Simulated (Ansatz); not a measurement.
I need a rigid torsion scan of CH7ClSSi2, SMILES [SiH3]SC[SiH2]Cl. Use the Python package of Ansatz (0.2.0). Settings (for the species named): PBE0, cc-pVDZ basis, multiplicity 1, D4 dispersion.

```xyz
12

Si   -2.0972    0.5627   -0.1231
S    -1.0422   -1.1601    0.4070
C     0.5297   -1.0089   -0.4542
Si    1.8908   -0.0646    0.5452
Cl    1.5491    1.9395    0.3131
H    -1.8578    0.9194   -1.5609
H    -1.6794    1.7266    0.7365
H    -3.5529    0.3599    0.0538
H     0.4333   -0.5682   -1.3983
H     0.9302   -2.0311   -0.5629
H     3.1738   -0.3541    0.0582
H     1.7995   -0.3764    2.0194
```

`ch7clssi2.py`:
```python
"""Energy of CH7ClSSi2 as one group turns about a bond."""

import ansatz as az
from ase import Atoms

BASIS_SET = "cc-pVDZ"
FUNCTIONAL = "pbe0"
DISPERSION = "d4"
FMAX = 0.02

atoms = Atoms(["Si", "S", "C", "Si", "Cl", "H", "H", "H", "H", "H", "H", "H"], positions=[
    (-2.0972, 0.5627, -0.1231),
    (-1.0422, -1.1601, 0.407),
    (0.5297, -1.0089, -0.4542),
    (1.8908, -0.0646, 0.5452),
    (1.5491, 1.9395, 0.3131),
    (-1.8578, 0.9194, -1.5609),
    (-1.6794, 1.7266, 0.7365),
    (-3.5529, 0.3599, 0.0538),
    (0.4333, -0.5682, -1.3983),
    (0.9302, -2.0311, -0.5629),
    (3.1738, -0.3541, 0.0582),
    (1.7995, -0.3764, 2.0194),
])

# relax first, so that the scan starts from a minimum
first = (
    az.Crystal.molecule_from_ase(atoms).calculation()
    .basis(gaussian=BASIS_SET)
    .functional(FUNCTIONAL, dispersion=DISPERSION)
    .relax(force_tolerance=FMAX, max_steps=80)
)
atoms.positions = first.run(threads=1, pin="off").report["positions_ang"]

start = atoms.get_dihedral(1, 2, 3, 4)
energies = {}
for turn in range(0, 360, 30):
    turned = atoms.copy()
    turned.set_dihedral(1, 2, 3, 4, start + turn, indices=[3, 4, 10, 11])
    calculation = az.Crystal.molecule_from_ase(turned).calculation()
    calculation = calculation.basis(gaussian=BASIS_SET)
    calculation = calculation.functional(FUNCTIONAL, dispersion=DISPERSION)
    energies[round((start + turn) % 360)] = calculation.run(threads=1, pin="off").report["free_energy_ev"]
floor = min(energies.values())
print("dihedral S1-C2-Si3-Cl4 (deg)   E - E(min) (kJ/mol)")
for angle, e in sorted(energies.items()):
    print(f"{angle:8d} {96.485332 * (e - floor):14.3f}  " + "#" * int(30 * (e - floor) / max(max(energies.values()) - floor, 1e-9)))
```

```console
$ python ch7clssi2.py
dihedral S1-C2-Si3-Cl4 (deg)   E - E(min) (kJ/mol)
      18         15.589  ##########################
      48          6.185  ##########
      78          6.723  ###########
     108         12.487  #####################
     138          9.036  ###############
     168          1.222  ##
     198          2.849  ####
     228          9.916  #################
     258          6.884  ###########
     288          0.000
     318          8.278  ##############
     348         17.462  ##############################
```

The scan is rigid and the energies are electronic, in a modest basis. With rigid groups the curve can differ much from the relaxed path, the start wasn't checked as a minimum of this torsion, and equivalent turns needn't return to the same energy. Finished in 2.6 min on 1 thread of Arm Neoverse V2, on a shared host, peak memory 0.4 GiB.
